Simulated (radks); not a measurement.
# Nuclear size and the levels of Cr⁺

Aim: how the total energy, the levels and the density at the nucleus of Cr⁺ respond when the nuclear radius is scaled.

The numbers are computed with radks (a radial shooting solver on a logarithmic mesh, Libxc functionals) version 1 (Dirac Kohn-Sham, exchange-only LDA, spin-unpolarised, spherical densities, finite nucleus; open shells are shared between the two j in proportion to 2j + 1), except any that are marked as measured or tabulated.

## 1. What is computed

* element: chromium (Z = 24)
* charge: +1
* electrons: 23
* configuration: [Ar] 3d5
* nuclear rms radius: 3.6452 fm

The outer shells:

Cr⁺
```
[Ar] core
3d [↑ ][↑ ][↑ ][↑ ][↑ ]
```

## 2. rms radius 3.6452 fm

Input:

```text
Z 24
configuration [Ar] 3d5 4s0 4p0
relativity Dirac
functional lda,
spin unpolarised
j_filling average
nucleus finite rms 3.6452 fm
c 137.035999084
```

Run with:

```console
> python run_ks.py task.json out
```

The same process makes all the runs of this session.

## 3. rms radius 3.0182 fm

Settings, as their differences from step 2:

```diff
@@ -6,3 +6,3 @@
 j_filling average
-nucleus finite rms 3.6452 fm
+nucleus finite rms 3.0182 fm
 c 137.035999084
```

## 4. rms radius 3.4265 fm

Settings, as their differences from step 3:

```diff
@@ -6,3 +6,3 @@
 j_filling average
-nucleus finite rms 3.0182 fm
+nucleus finite rms 3.4265 fm
 c 137.035999084
```

## 5. rms radius 3.7837 fm

Settings, as their differences from step 4:

```diff
@@ -6,3 +6,3 @@
 j_filling average
-nucleus finite rms 3.4265 fm
+nucleus finite rms 3.7837 fm
 c 137.035999084
```

## 6. rms radius 4.1009 fm

Settings, as their differences from step 5:

```diff
@@ -6,3 +6,3 @@
 j_filling average
-nucleus finite rms 3.7837 fm
+nucleus finite rms 4.1009 fm
 c 137.035999084
```

Q: Predict the outcome of this session. Wanted: for each run, rms radius; total energy shift; density at nucleus; 1s1/2 shift; 2s1/2 shift; 2p1/2 shift; 3s1/2 shift.

**Answer**, as computed:

| rms radius (fm) | total energy shift (eV) | density at nucleus (e/bohr³) | 1s1/2 shift (meV) | 2s1/2 shift (meV) | 2p1/2 shift (meV) | 3s1/2 shift (meV) |
| --- | --- | --- | --- | --- | --- | --- |
| 3.0182 | -0.0231 | 1.144e+04 | -9.80 | -0.858 | 0.0918 | -0.124 |
| 3.4265 | -0.00853 | 1.139e+04 | -3.62 | -0.317 | 0.0339 | -0.0458 |
| 3.6452 | 0 | 1.136e+04 | 0 | 0 | 0 | 0 |
| 3.7837 | 0.00566 | 1.135e+04 | 2.40 | 0.211 | -0.0225 | 0.0304 |
| 4.1009 | 0.0194 | 1.131e+04 | 8.24 | 0.721 | -0.0771 | 0.104 |

Shifts are against the first run. Over the range the 1s1/2 level moves by 0.0180 eV and the 3s1/2 level by 0.228 meV. A larger nucleus binds the 1s electrons less and lowers the density at its centre. These are shifts of eigenvalues, not the field shifts of spectral lines.
